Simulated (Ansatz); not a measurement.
The system is BiS.

```
Bi S
1.0
     4.00294    0.00000    0.00000
     0.00000    4.00294    0.00000
     0.00000    0.00000    4.00294
Bi S
1 1
Direct
  0.50000 0.50000 0.50000
  0.00000 0.00000 0.00000
```

The cell was built by a generator and needn't be a form met in nature.

Base run:

| Quantity | Value |
| --- | --- |
| Program | Ansatz 0.2.0 |
| Functional | BLYP |
| Potentials or basis | Ansatz PAW |
| Cutoff | 420 eV (not typed: the program's choice for these potentials) |
| k mesh | 7 × 7 × 7 |
| Occupations | fermi-dirac, width 0.05 eV |
| Spin | no spin polarisation |

Its results: band gap on the k mesh none (metal or under the smearing width); pressure -7.9 GPa.

**Question.** The run is repeated on the same cell with these changes: functional from BLYP to r2SCAN; cutoff from 420 eV (not typed: the program's choice for these potentials) to 500 eV (not typed: the program's choice for these potentials). What comes out?

**Answer.** Band gap on the k mesh none (metal or under the smearing width); pressure -11.9 GPa.

Caveats: spin-orbit coupling is left out, which moves the levels of the heavy elements; the PAW data sets come from PBE, with cores solved anew for the run's functional, which leaves a small shift of forces and pressure.
